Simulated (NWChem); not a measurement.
# One shape, several levels: [B2H2Cl2]− (SMILES [BH2-]B(Cl)Cl)

We compute a comparison of 5 runs (UHF/STO-3G, UHF/3-21G, UB3LYP/6-31G*, UPBE0/cc-pVDZ) of [B2H2Cl2]−. 

Program for the calculation: NWChem 7.3.0.

## Step 1: The system as given

The species is [B2H2Cl2]− (6 atoms), meant as a doublet with charge -1. SMILES: `[BH2-]B(Cl)Cl`. The shape is that of a GFN2-xTB optimisation.

Bond lengths: B1–B2 1.572 Å, B2–Cl3 1.831 Å, B2–Cl4 1.836 Å, B1–H5 1.196 Å, B1–H6 1.197 Å. Angles: B1–B2–Cl3 125.9°, B1–B2–Cl4 125.5°, Cl3–B2–Cl4 108.6°, B2–B1–H5 123.3°, B2–B1–H6 122.9°, H5–B1–H6 113.8°.

## Step 2: Energy and forces at UHF/STO-3G (run 1)

The input, a.nw:

```
START a
memory stack 880 mb heap 220 mb global 1100 mb
charge -1

GEOMETRY units angstrom noautosym nocenter noautoz
  B     -0.760010     0.487400     0.201300
  B      0.534770    -0.338020    -0.137360
  Cl     1.977310    -0.573740     0.964820
  Cl     0.846670    -1.234480    -1.708930
  H     -0.923510     1.055100     1.240770
  H     -1.675230     0.603740    -0.560600
END

BASIS spherical bse
  * library STO-3G
END

SCF
  doublet
  uhf
  thresh 1e-08
  maxiter 80
END

TASK scf gradient
```

Started as:

```bash
nwchem a.nw > a.out
```

What it wrote:

```text
[...]
  functions       =    30
[...]
  wavefunction    = UHF
[...]
         Total SCF energy =   -959.050616341195
      One electron energy =  -1647.860785757569
      Two electron energy =    533.686260601883
 Nuclear repulsion energy =    155.123908814492
                       Sz =      0.5000
                 Sz(Sz+1) =      0.7500
                      S^2 =      0.7548
[...]
                         UHF ENERGY GRADIENTS
    atom               coordinates                        gradient
                 x          y          z           x          y          z
   1 B      -1.436211   0.921052   0.380402    0.009967  -0.005968  -0.001966
   2 B       1.010569  -0.638765  -0.259573    0.022338  -0.013300  -0.004191
   3 Cl      3.736574  -1.084211   1.823245   -0.012894  -0.000592  -0.015444
   4 Cl      1.599974  -2.332829  -3.229409    0.001709   0.006822   0.016671
   5 H      -1.745181   1.993850   2.344715   -0.004459   0.010171   0.017045
   6 H      -3.165726   1.140903  -1.059380   -0.016662   0.002867  -0.012115
[...]
```

Wall time 2.1 s (1 thread of Intel Xeon Platinum 8488C (Sapphire Rapids), shared host); peak memory 0.1 GiB.

## Step 3: Energy and forces at UHF/3-21G (run 2)

The input, b2cl2h2.nw:

```
start b2cl2h2
title "B2Cl2H2"
memory 2200 mb
charge -1

geometry noautosym nocenter noautoz
   B       -0.760010       0.487400       0.201300
   B        0.534770      -0.338020      -0.137360
   Cl       1.977310      -0.573740       0.964820
   Cl       0.846670      -1.234480      -1.708930
   H       -0.923510       1.055100       1.240770
   H       -1.675230       0.603740      -0.560600
end

basis spherical bse
   * library 3-21G
end

scf
   doublet
   uhf
   thresh 1e-08
   maxiter 80
end

task scf gradient
```

Started as:

```bash
nwchem b2cl2h2.nw > b2cl2h2.out
```

What it wrote:

```text
[...]
  functions       =    48
[...]
  wavefunction    = UHF
[...]
         Total SCF energy =   -964.917278937956
      One electron energy =  -1650.894118342394
      Two electron energy =    530.852930589946
 Nuclear repulsion energy =    155.123908814492
                       Sz =      0.5000
                 Sz(Sz+1) =      0.7500
                      S^2 =      0.7551
[...]
                         UHF ENERGY GRADIENTS
    atom               coordinates                        gradient
                 x          y          z           x          y          z
   1 B      -1.436211   0.921052   0.380402    0.014413  -0.008981  -0.003297
   2 B       1.010569  -0.638765  -0.259573    0.005421  -0.002865  -0.000543
   3 Cl      3.736574  -1.084211   1.823245   -0.020888   0.000808  -0.021320
   4 Cl      1.599974  -2.332829  -3.229409   -0.000298   0.012176   0.025929
   5 H      -1.745181   1.993850   2.344715   -0.001543  -0.001918  -0.005752
   6 H      -3.165726   1.140903  -1.059380    0.002895   0.000781   0.004984
[...]
```

Wall time 2.6 s (1 thread of Intel Xeon Platinum 8488C (Sapphire Rapids), shared host); peak memory 0.1 GiB.

Runs 3 to 4 aren't shown in full; the table further down has their settings and results.

## Step 4: Energy and gradient at UPBE0/cc-pVDZ (run 5)

The input, run.py:

```python
from ase import Atoms
from ase.calculators.nwchem import NWChem

mol = Atoms('BBClClHH', positions=[
    [-0.760010, 0.487400, 0.201300],
    [0.534770, -0.338020, -0.137360],
    [1.977310, -0.573740, 0.964820],
    [0.846670, -1.234480, -1.708930],
    [-0.923510, 1.055100, 1.240770],
    [-1.675230, 0.603740, -0.560600],
])

calc = NWChem(
    label='b2cl2h2',
    theory='dft',
    memory='2200 mb',
    basis='cc-pVDZ',
    basispar='spherical bse',
    charge=-1,
    dft={'xc': 'pbe0', 'mult': '2', 'grid': 'xfine', 'convergence': 'energy 1e-08', 'iterations': '100', 'mulliken': None},
)
mol.calc = calc

forces = mol.get_forces()
e = mol.get_potential_energy()
print(f"E = {e:.6f} eV")
print("forces (eV/A):")
for s, f in zip(mol.symbols, forces):
    print(f"{s:2s} {f[0]:10.5f} {f[1]:10.5f} {f[2]:10.5f}")
```

Started as:

```bash
export ASE_NWCHEM_COMMAND="nwchem PREFIX.nwi > PREFIX.nwo"
python run.py
```

What it wrote:

```text
E = -26423.054642 eV
forces (eV/A):
B    -0.68103    0.42711    0.15817
B     0.97645   -0.65975   -0.30874
Cl    0.23983    0.02520    0.31146
Cl   -0.05250   -0.11169   -0.30648
H     0.00370    0.30884    0.66509
H    -0.48645    0.01028   -0.51957
```

The calculator wrote b2cl2h2.nwi:

```
title "b2cl2h2"

permanent_dir b2cl2h2

scratch_dir b2cl2h2

start b2cl2h2

geometry units angstrom nocenter noautosym noautoz
  B  -7.6000999999999996e-01 4.8740000000000000e-01 2.0130000000000001e-01
  B  5.3476999999999997e-01 -3.3801999999999999e-01 -1.3736000000000001e-01
  Cl 1.9773099999999999e+00 -5.7374000000000003e-01 9.6482000000000001e-01
  Cl 8.4667000000000003e-01 -1.2344800000000000e+00 -1.7089300000000001e+00
  H  -9.2351000000000005e-01 1.0550999999999999e+00 1.2407699999999999e+00
  H  -1.6752300000000000e+00 6.0374000000000005e-01 -5.6059999999999999e-01
end

charge -1

memory 2200 mb

basis spherical bse noprint
   * library cc-pVDZ
end

dft
  xc pbe0
  mult 2
  grid xfine
  convergence energy 1e-08
  iterations 100
  mulliken
end

task dft gradient
```

b2cl2h2.nwo:

```text
Northwest Computational Chemistry Package (NWChem) 7.3.0
             --------------------------------------------------------

           Job information
           ---------------

    nwchem branch   = 7.3.0
    use scalapack   = T
    input           = b2cl2h2.nwi
    prefix          = b2cl2h2.
    data base       = b2cl2h2/b2cl2h2.db
    status          = startup
    nproc           =        1

           Memory information
           ------------------

    heap     =     72089596 doubles =      550.0 Mbytes
    stack    =     72089601 doubles =      550.0 Mbytes
    global   =    144179200 doubles =     1100.0 Mbytes (distinct from heap & stack)
    total    =    288358397 doubles =     2200.0 Mbytes
    verify   = yes
    hardfail = no

[... 117 lines left out ...]
          Convergence on energy requested:  1.00D-08
[... 25 lines left out ...]
          Convergence Information
[... 32 lines left out ...]
 1-e energy   =   -1680.469635
[... 56 lines left out ...]
      One electron energy =    -1656.830095018903
[... 8 lines left out ...]
                    DFT Final Alpha Molecular Orbital Analysis
[... 1170 lines left out ...]
          Convergence on gradient requested:  5.00D-04
[... 26 lines left out ...]
          total energy or number of iterations.
[... 37 lines left out ...]
                 ----------------------------------------
                 |  Time  |  1-e(secs)   |  2-e(secs)   |
                 ----------------------------------------
                 |  CPU   |       0.01   |       6.74   |
                 ----------------------------------------
                 |  WALL  |       0.01   |       6.74   |
                 ----------------------------------------

 Task  times  cpu:       65.7s     wall:       65.7s
 Total times  cpu:       65.8s     wall:       65.8s
```

It took 67 s on 1 thread of Intel Xeon Platinum 8488C (Sapphire Rapids), shared host; peak memory 0.13 GiB.

## Step 5: All runs side by side

| run | level | iteration cap | module | energy (Eh) | HOMO energy (eV) | LUMO energy (eV) | ⟨S²⟩ | wall time |
| --- | --- | --- | --- | --- | --- | --- | --- | --- |
| 1 | UHF/STO-3G | 80 | scf | -959.050616 | 0.38 | 11.81 | 0.755 | 2.1 s |
| 2 | UHF/3-21G | 80 | scf | -964.917279 | -2.51 | 6.87 | 0.755 | 2.6 s |
| 3 | UB3LYP/6-31G* (spherical functions) | 100 | dft | -971.381767 | 0.47 | 3.18 | 0.752 | 34 s |
| 4 | UB3LYP/6-31G* (Cartesian functions) | 100 | dft | -971.389400 | 0.47 | 3.19 | 0.752 | 37 s |
| 5 | UPBE0/cc-pVDZ | 100 | dft | -971.029356 | -0.04 | 3.14 | 0.753 | 67 s |

## Step 6: Outcome

```
                                 quantity          value
                      run 5: total energy  -971.02936 Eh
run 5: HOMO energy (highest over α and β)       -0.04 eV
 run 5: LUMO energy (lowest over α and β)        3.14 eV
                              run 5: ⟨S²⟩          0.753
          run 5: largest force on an atom     1.218 eV/Å
```

What this shows: Totals of different functionals can't be ranked against each other. In runs 1, 3, 4 the HOMO lies above zero, so the outermost electron may be held by the basis alone. In run 1 the basis is minimal, so the values are rough. All runs together took 2.4 min, the longest 67 s.
